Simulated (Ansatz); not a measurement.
This script drives Ansatz 0.2.0 through its Python package.

`run_analyse.py`:
```python
"""Electronic structure of MoS2, looked at from several sides."""

from pathlib import Path
import itertools

import ansatz as az
import numpy as np
import pandas as pd

vectors = np.array([
    [3.18412608, 0.0, 0.0],
    [-1.59206304, 2.75753408, 0.0],
    [0.0, 0.0, 17.33459995],
])
xtal = (
    az.Lattice.of(vectors)
    .atom("Mo", (0.0, 0.0, 0.0))
    .atom("S", (1 / 3, 2 / 3, 0.08949298))
    .atom("S", (1 / 3, 2 / 3, 0.91050702))
)

setup = (
    xtal.calculation()
    .occupations("Gaussian", width=0.15)
    .functional("pbesol")
    .kpoints(spacing=0.29)
    .compute(populations=True, density=True, bader_charges=True, stress=True)
)
session = setup.session()
planned = session.plan(threads=1)
res = planned.execute()
r = res.report

n_atoms = len(r["lattice"]["sites"])
print("F =", round(r["free_energy_ev"], 4), "eV for", n_atoms, "atoms")
print("E(sigma -> 0) =", round(r["energy_sigma0_ev"], 4), "eV, TS =", round(r["entropy_ts_ev"], 5), "eV")
print("closed by", r["closed_by"], "after", r["n_iterations"], "iterations")

files = Path(res.write_results("tables"))
print((files / "populations.tsv").read_text())

# valence electrons inside a sphere about each atom
rho = res.density()
total = sum(channel.density_e_per_ang3 for channel in rho.channels[:2])
grid_cell = np.asarray(rho.fft_grid_basis) @ res.lattice.cell_ang
mesh = np.stack(np.meshgrid(*[np.arange(n) / n for n in rho.dims], indexing="ij"), axis=-1)
for site in res.lattice.sites:
    offset = mesh - site.position_ang @ np.linalg.inv(grid_cell)
    offset -= offset.round()
    distance = np.min([np.linalg.norm((offset + shift) @ grid_cell, axis=-1) for shift in itertools.product((-1, 0, 1), repeat=3)], axis=0)
    inside = [total[distance < radius].sum() * rho.cell_volume_ang3 / total.size for radius in (0.8, 1.0, 1.2)]
    print(site.symbol, "electrons within 0.8, 1.0, 1.2 A:", np.round(inside, 2))

basins = res.bader_charges()
frame = pd.DataFrame([(a.symbol, a.partial_charge_e, a.basin.volume_ang3) for a in basins.atoms], columns=["atom", "charge (e)", "volume (A^3)"])
print(frame.round(3).to_string())
print("sum of charges", round(frame["charge (e)"].sum(), 4), " sum of volumes", round(frame["volume (A^3)"].sum(), 3))

# principal values and the von Mises stress of the deviator
principal = np.linalg.eigvalsh(np.array(r["stress_gpa"]))
mises = np.sqrt(0.5 * sum((principal[i] - principal[i - 1]) ** 2 for i in range(3)))
print("principal stresses (GPa, compression positive):", np.round(principal, 3))
print(f"mean {principal.mean():.3f} GPa, von Mises {mises:.3f} GPa, PV = {principal.mean() * r['setup']['cell_volume_ang3'] / 160.21766:.4f} eV")
```

It is started by `python run_analyse.py`. How long does it take on 1 thread of Arm Neoverse V2, with other jobs on the host, and how much memory does it need?

It took about 22 s, with a peak of 0.46 GiB, for 1 run of the engine.

Output of `python run_analyse.py`:
```text
DeckWarning: basis.ecutwfc = 420 eV, auto-derived from the records' recommended cutoffs: set by Mo (normal level)
F = -6670.1233 eV for 3 atoms
E(sigma -> 0) = -6670.1233 eV, TS = 0.0 eV
closed by deck_thresholds after 7 iterations
# site	symbol	l	j	q
# orbitals = lowdin
# n_electrons = 26.000000
# spilling = 0.008010
0	Mo	0_4S	-	1.967032
0	Mo	0_5S	-	0.522335
0	Mo	1_4P	-	5.993863
0	Mo	2_4D	-	5.201404
1	S	0_3S	-	1.766631
1	S	1_3P	-	4.286919
2	S	0_3S	-	1.766631
2	S	1_3P	-	4.286919

Mo electrons within 0.8, 1.0, 1.2 A: [ 7.91 10.06 11.52]
S electrons within 0.8, 1.0, 1.2 A: [2.1  3.5  4.77]
S electrons within 0.8, 1.0, 1.2 A: [2.1  3.5  4.77]
  atom  charge (e)  volume (A^3)
0   Mo       1.207        12.708
1    S      -0.603        23.380
2    S      -0.603        23.371
sum of charges -0.0  sum of volumes 59.458
principal stresses (GPa, compression positive): [-1.487 -1.487 -0.483]
mean -1.152 GPa, von Mises 1.004 GPa, PV = -1.0944 eV
```
(Warnings from the package without file and line.)

What to keep in mind:
- Total energies depend on the potentials; only differences at equal settings carry meaning. A total without «per atom» is that of the cell as typed.
- The run is spin-unpolarised.
- The cell holds layers, chains or clusters in vacuum, no bulk phase; its stress is averaged over the vacuum too and scales with the cell's height.
- Bader volumes count only the part of each basin above a small density, so their sum can fall short of the cell.
- Grid values close to the nuclei reflect the PAW or pseudopotential construction, not the all-electron fields.
- The structure comes from a database of computed cells and needn't be a stable or known phase.

(Lines on the test bed's own set-up are left out of the output.)
